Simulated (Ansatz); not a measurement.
**ScNb: a listed cell, distorted in several ways**

Aim: see how energy, forces, stress and gap of ScNb answer to swapped elements, distortions that keep the symmetry, other functionals. Nothing is relaxed unless a step says so.

Computed with Ansatz 0.2.0 (DFT PBEsol, scalar-relativistic, plane waves, PAW, unless a step's input says otherwise).

**1. The starting structure**

Symmetry: P-6m2, No. 187, hexagonal system. The conventional cell has a = 3.066 Å, b = 3.066 Å, c = 5.072 Å, α = 90.00°, β = 90.00°, γ = 120.00°. Sc (site symmetry -6m2) is surrounded by 6 Sc at 3.07 Å and 6 Nb at 3.09 Å. Nb (site symmetry -6m2) has 6 Nb at 3.07 Å and 6 Sc at 3.09 Å as nearest neighbours.

Structure file:

```
CELL_PARAMETERS angstrom
3.06564 0.00000 0.00000
-1.53282 2.65493 0.00000
0.00000 0.00000 5.07219
ATOMIC_POSITIONS crystal
Sc 0.00000 0.00000 0.00000
Nb 0.33333 0.66667 0.50000
```

The structure comes from the Materials Project (structure only).

**2. Substitution of an element, cell strained: Nb → Ta, first probe**

What differs from the listed cell: Ta takes all sites of Nb, and lengths are scaled by 1.011 as a first guess of the size; strain xx, yy, zz, yz, xz, xy = +4.0, +4.0, +4.0, +0.0, +0.0, +0.0 %.

input.yaml reads:

```yaml
crystal:
  lattice:
    - [3.2226966977, 0.0, 0.0]
    - [-1.6113483488, 2.7909372088, 0.0]
    - [0.0, 0.0, 5.332041466]
  atoms:
    - { symbol: Sc, position: [0.0, 0.0, 0.0] }
    - { symbol: Ta, position: [0.33333333, 0.66666667, 0.5] }
basis:
  ecutwfc: 420
kpoints:
  mp_grid: { grid: [6, 6, 4] }
hamiltonian:
  xc: pbesol
scf:
  occupations: { method: gaussian, width: 0.1 }
output:
  forces: true
  stress: true
  eigenvalues: true
```

On the command line:

```sh
$ ansatz run input.yaml --threads 1 --pin off --max-ram 1331MiB --backend cpu --events-out ev --progress --plain --runs-dir out
```

**3. One element swapped, cell strained: Nb → Ta**

input.yaml: that of step 2 with these lines changed.

```diff
@@ -11,3 +11,3 @@
 kpoints:
-  mp_grid: { grid: [6, 6, 4] }
+  mp_grid: { grid: [15, 15, 8] }
 hamiltonian:
```

**4. Another functional, on a distorted cell: PBE**

input.yaml reads:

```yaml
crystal:
  lattice:
    - [3.1141735114, 0.0, 0.0]
    - [-1.5570867557, 2.6969533726, 0.0]
    - [0.0, 0.0, 5.456818471]
  atoms:
    - { symbol: Sc, position: [0.0, 0.0, 0.0] }
    - { symbol: Nb, position: [0.33333333, 0.66666667, 0.5] }
basis:
  ecutwfc: 420
kpoints:
  mp_grid: { grid: [15, 15, 8] }
hamiltonian:
  xc: pbe
scf:
  occupations: { method: gaussian, width: 0.1 }
output:
  forces: true
  stress: true
  eigenvalues: true
```

**5. A change within the space group**

input.yaml: that of step 4 with these lines changed.

```diff
@@ -2,5 +2,5 @@
   lattice:
-    - [3.1141735114, 0.0, 0.0]
-    - [-1.5570867557, 2.6969533726, 0.0]
-    - [0.0, 0.0, 5.456818471]
+    - [3.125547052, 0.0, 0.0]
+    - [-1.562773526, 2.7068031477, 0.0]
+    - [0.0, 0.0, 5.0191388508]
   atoms:
@@ -13,3 +13,3 @@
 hamiltonian:
-  xc: pbe
+  xc: pbesol
 scf:
@@ -20 +20,2 @@
   eigenvalues: true
+  populations: true
```

Q: Predict the outcome of this session. Wanted: for each run, case; energy; pressure; largest force.

**Answer**, as computed:

```
step                                          case  energy (meV/atom)  pressure (GPa)  largest force (eV/Å)  gap on the mesh (eV)
   3   one element swapped, cell strained: Nb → Ta                n/a           -16.7                  0.00                  0.00
   4  another functional, on a distorted cell: PBE                n/a            -8.8                  0.00                  0.00
   5               a change within the space group               +0.0            -6.6                  0.00                  0.00
```

Energies are counted from step 5, with the smearing taken to zero. Other atoms or functionals have another zero of energy (n/a). A gap of 0.00 means none on the mesh at this level.

Spin-orbit coupling is left out for Ta.
